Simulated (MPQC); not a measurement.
# One shape, several levels: GeH2O (SMILES [OH][GeH])

Wanted: a comparison of 6 runs (HF/STO-3G, HF/6-31G**, HF/def2-SVP, PBE0/3-21G, PBE0/cc-pVDZ, PBE0/def2-SVP) of GeH2O. 

The calculation is run with MPQC 2.3.1.

2 further runs of the same task are left out: 1 that didn't finish, 1 set aside as unsound or not needed.

## Step 1: Starting point

GeH2O has 4 atoms, charge 0, and is taken as a singlet. As SMILES, `[OH][GeH]`. The shape comes from GFN2-xTB, which is rough for such elements, and wasn't checked as a minimum.

Bond lengths: O1–Ge2 1.765 Å, O1–H3 0.956 Å, Ge2–H4 1.650 Å. Angles: O1–Ge2–H4 91.0°, Ge2–O1–H3 121.9°.

## Step 2: Energy and gradient at HF/STO-3G (run 1)

Input file input.in:

```
% emacs should use -*- KeyVal -*- mode
molecule<Molecule>: (
  symmetry = c1
  unit = angstrom
  { atoms geometry } = {
    O  [ -0.073730 -0.623530 0.482270 ]
    Ge [ 0.528250 0.598570 -0.639290 ]
    H  [ 0.474150 -1.346940 0.781460 ]
    H  [ -0.928680 1.371900 -0.624440 ]
  }
)
basis<GaussianBasisSet>: (
  name = "STO-3G"
  molecule = $:molecule
  basisdir = "."
  puream = yes
)
mpqc: (
  checkpoint = no
  savestate = no
  restart = no
  do_energy = yes
  do_gradient = yes
  optimize = no
  mole<CLHF>: (
    molecule = $:molecule
    basis = $:basis
    total_charge = 0
    memory = 1000000000
    print_evals = yes
    maxiter = 120
    value_accuracy = 1e-08
    guess_wavefunction<ExtendedHuckelWfn>: (
      molecule = $:molecule
      total_charge = 0
      multiplicity = 1
      basis<GaussianBasisSet>: (
        name = "STO-3G"
        molecule = $:molecule
      )
    )
  )
)
```

The basis set STO-3G is read from a file made from the Basis Set Exchange's data (not shown).

Started as:

```bash
mpqc -o input.out input.in
```

The log of the run:

```text
MPQC: Massively Parallel Quantum Chemistry
[...]
  CLSCF::init: total charge = 0
[...]
  nbasis = 25
[...]
  iter     1 energy = -1967.2557697466 delta = 5.01311e-01
[...]
  LUMO is    22   A =   0.199846
  total scf energy = -2126.7011177213
[...]
Value of the MolecularEnergy: -2126.7011177213
  Gradient of the MolecularEnergy:
      1    0.0227521220
      2   -0.0665391810
      3    0.0389893689
      4    0.0577912810
      5    0.0197320357
      6   -0.0369138248
      7   -0.0331944048
      8    0.0201719084
      9   -0.0013539149
     10   -0.0473489983
     11    0.0266352369
     12   -0.0007216292
[...]
      symmetry = c1
[...]
```

Run time: 0.38 s. Hardware: 1 thread of Arm Neoverse N1, shared host.

## Step 3: Energy and forces at HF/6-31G(d,p) (spherical functions) (run 2)

Input file job.in:

```
% GeH2O
molecule<Molecule>: (
   symmetry = c1
   unit = angstrom
   { atoms geometry } = {
      O  [ -0.073730 -0.623530 0.482270 ]
      Ge [ 0.528250 0.598570 -0.639290 ]
      H  [ 0.474150 -1.346940 0.781460 ]
      H  [ -0.928680 1.371900 -0.624440 ]
   }
)
basis<GaussianBasisSet>: (
   name = "6-31G**"
   molecule = $:molecule
   basisdir = "."
   puream = yes
)
mpqc: (
   checkpoint = no
   savestate = no
   restart = no
   do_energy = yes
   do_gradient = yes
   optimize = no
   mole<CLHF>: (
      molecule = $:molecule
      basis = $:basis
      total_charge = 0
      memory = 1000000000
      print_evals = yes
      maxiter = 120
      value_accuracy = 1e-08
      guess_wavefunction<ExtendedHuckelWfn>: (
         molecule = $:molecule
         total_charge = 0
         multiplicity = 1
         basis<GaussianBasisSet>: (
            name = "STO-3G"
            molecule = $:molecule
         )
      )
   )
)
```

The basis set 6-31G** is read from a file made from the Basis Set Exchange's data (not shown).

Started as:

```bash
mpqc job.in > job.out
```

The log of the run:

```text
MPQC: Massively Parallel Quantum Chemistry
[...]
  CLSCF::init: total charge = 0
[...]
  nbasis = 56
[...]
  iter     1 energy = -1987.7566092667 delta = 2.07167e-01
[...]
  LUMO is    22   A =   0.032827
  total scf energy = -2151.0908352615
[...]
Value of the MolecularEnergy: -2151.0908352615
  Gradient of the MolecularEnergy:
      1   -0.0020815821
      2    0.0170485262
      3   -0.0112217788
      4    0.0145652727
      5   -0.0084632992
      6    0.0004563896
      7    0.0038203687
      8   -0.0140731716
      9    0.0083974595
     10   -0.0163040592
     11    0.0054879446
     12    0.0023679297
[...]
      symmetry = c1
[...]
```

It took 6.6 s on 1 thread of Arm Neoverse N1, shared host; peak memory 0.17 GiB.

Run 3 isn't shown in full; the table further down has it.

## Step 4: Energy and forces at PBE0/3-21G (run 4)

Input file run.in:

```
% emacs should use -*- KeyVal -*- mode
molecule<Molecule>: (
  symmetry = c1
  unit = bohr
  { atoms geometry } = {
    O  [ -0.13932951    -1.17830093     0.91135822 ]
    Ge [ 0.99824783     1.13113337    -1.20808301 ]
    H  [ 0.89601364    -2.54534771     1.47674538 ]
    H  [ -1.75495086     2.59251527    -1.18002058 ]
  }
)
basis<GaussianBasisSet>: (
  name = "3-21G"
  molecule = $:molecule
  basisdir = "."
  puream = yes
)
mpqc: (
  checkpoint = no
  savestate = no
  restart = no
  do_energy = yes
  do_gradient = yes
  optimize = no
  mole<CLKS>: (
    molecule = $:molecule
    basis = $:basis
    total_charge = 0
    memory = 1000000000
    print_evals = yes
    maxiter = 120
    value_accuracy = 1e-08
    functional<SumDenFunctional>: (
      a0 = 0.25
      coefs = [ 0.75 1 ]
      funcs: [ <PBEXFunctional>: () <PBECFunctional>: () ]
    )
    integrator<RadialAngularIntegrator>: ( grid = xfine )
    guess_wavefunction<CLHF>: (
      molecule = $:molecule
      total_charge = 0
      memory = 1000000000
      value_accuracy = 1e-3
      basis<GaussianBasisSet>: (
        name = "STO-3G"
        molecule = $:molecule
      )
    )
  )
)
```

The basis set 3-21G is read from a file made from the Basis Set Exchange's data (not shown).

Started as:

```bash
mpqc -o run.out run.in
```

The log of the run:

```text
MPQC: Massively Parallel Quantum Chemistry
[...]
  WARNING: BeckeIntegrationWeight usually uses the atomic maximum
           probability radius, however this is not available for
[...]
  Integrated electron density error = 0.004559283693
  iter     1 energy = -2142.3447714700 delta = 3.66295e-01
[...]
  Integrated electron density error = -0.000001046057
  iter    11 energy = -2142.5913676098 delta = 3.34615e-07
  Integrated electron density error = -0.000001046055
  iter    12 energy = -2142.5913676097 delta = 1.12211e-07
  Integrated electron density error = -0.000001046057
  iter    13 energy = -2142.5913676097 delta = 1.64964e-08
[...]
  LUMO is    22   A =  -0.067618
  total scf energy = -2142.5913676097
[...]
  Integrated electron density error = -0.000001047539
  Total Gradient:
[...]
Value of the MolecularEnergy: -2142.5913676097
  Gradient of the MolecularEnergy:
      1    0.0141210340
      2   -0.0270290812
      3    0.0140227928
      4    0.0131978296
      5    0.0042535576
      6   -0.0082368911
      7   -0.0189858485
      8    0.0214635867
      9   -0.0080076146
     10   -0.0083330151
     11    0.0013119369
     12    0.0022217129
[...]
        symmetry = c1
[...]
```

Run time: 16 s. Hardware: 1 thread of Arm Neoverse N1, shared host.

Run 5 isn't shown in full; the table further down has it.

## Step 5: Energy and gradient at PBE0/def2-SVP (run 6)

Input file input.in:

```
% emacs should use -*- KeyVal -*- mode
molecule<Molecule>: (
    symmetry = c1
    unit = angstrom
    { atoms geometry } = {
        O  [ -0.073730 -0.623530 0.482270 ]
        Ge [ 0.528250 0.598570 -0.639290 ]
        H  [ 0.474150 -1.346940 0.781460 ]
        H  [ -0.928680 1.371900 -0.624440 ]
    }
)
basis<GaussianBasisSet>: (
    name = "def2-SVP"
    molecule = $:molecule
    basisdir = "."
    puream = yes
)
mpqc: (
    checkpoint = no
    savestate = no
    restart = no
    do_energy = yes
    do_gradient = yes
    optimize = no
    mole<CLKS>: (
        molecule = $:molecule
        basis = $:basis
        total_charge = 0
        memory = 1000000000
        print_evals = yes
        maxiter = 120
        value_accuracy = 1e-08
        functional<SumDenFunctional>: (
            a0 = 0.25
            coefs = [ 0.75 1 ]
            funcs: [ <PBEXFunctional>: () <PBECFunctional>: () ]
        )
        integrator<RadialAngularIntegrator>: ( grid = xfine )
        guess_wavefunction<CLHF>: (
            molecule = $:molecule
            total_charge = 0
            memory = 1000000000
            value_accuracy = 1e-3
            basis<GaussianBasisSet>: (
                name = "STO-3G"
                molecule = $:molecule
            )
        )
    )
)
```

The basis set def2-SVP is read from a file made from the Basis Set Exchange's data (not shown).

Started as:

```bash
mpqc input.in > input.out
```

The log of the run:

```text
MPQC: Massively Parallel Quantum Chemistry
[...]
  WARNING: BeckeIntegrationWeight usually uses the atomic maximum
           probability radius, however this is not available for
[...]
  Integrated electron density error = -0.000380663904
  iter     1 energy = -2150.4490614597 delta = 2.36661e-01
[...]
  Integrated electron density error = 0.000001448092
  iter    13 energy = -2152.7498242623 delta = 1.88135e-07
  Integrated electron density error = 0.000001448092
  iter    14 energy = -2152.7498242624 delta = 3.80132e-08
  Integrated electron density error = 0.000001448091
  iter    15 energy = -2152.7498242624 delta = 1.11047e-08
[...]
  LUMO is    22   A =  -0.075838
  total scf energy = -2152.7498242624
[...]
  Integrated electron density error = 0.000001445857
  Total Gradient:
[...]
Value of the MolecularEnergy: -2152.7498242624
  Gradient of the MolecularEnergy:
      1    0.0147041373
      2    0.0018247428
      3   -0.0070582449
      4    0.0060830887
      5   -0.0092011523
      6    0.0043927779
      7   -0.0098884972
      8    0.0033428599
      9    0.0013854663
     10   -0.0108987287
     11    0.0040335497
     12    0.0012800007
[...]
        symmetry = c1
[...]
```

It took 39 s on 1 thread of Arm Neoverse N1, shared host; peak memory 0.16 GiB.

## Step 6: All runs side by side

```tsv
run	level	starting guess	integration grid	energy (Eh)	HOMO energy (eV)	LUMO energy (eV)	HOMO–LUMO gap (eV)	wall time
1	HF/STO-3G	huckel STO-3G	–	-2126.701118	-6.08	5.44	11.51	0.38 s
2	HF/6-31G** (spherical functions)	huckel STO-3G	–	-2151.090835	-9.06	0.89	9.95	6.6 s
3	HF/def2-SVP	3-21G	–	-2151.056409	-9.09	1.00	10.09	4.5 s
4	PBE0/3-21G	STO-3G	xfine	-2142.591368	-6.21	-1.84	4.37	16 s
5	PBE0/cc-pVDZ	huckel STO-3G	xfine	-2153.041856	-6.47	-2.04	4.43	68 s
6	PBE0/def2-SVP	STO-3G	xfine	-2152.749824	-6.51	-2.06	4.45	39 s
```

## Step 7: What came out

```
                       quantity           value
            run 6: total energy  -2152.74982 Eh
             run 6: HOMO energy        -6.51 eV
             run 6: LUMO energy        -2.06 eV
           run 6: HOMO–LUMO gap         4.45 eV
run 6: largest force on an atom      0.844 eV/Å
```

The HOMO–LUMO gap runs from 4.37 eV (PBE0/3-21G) to 11.51 eV (HF/STO-3G). The two ends differ in method and basis. In run 1 the basis is minimal, so the values are rough. All runs together took 2.2 min, the longest 68 s.
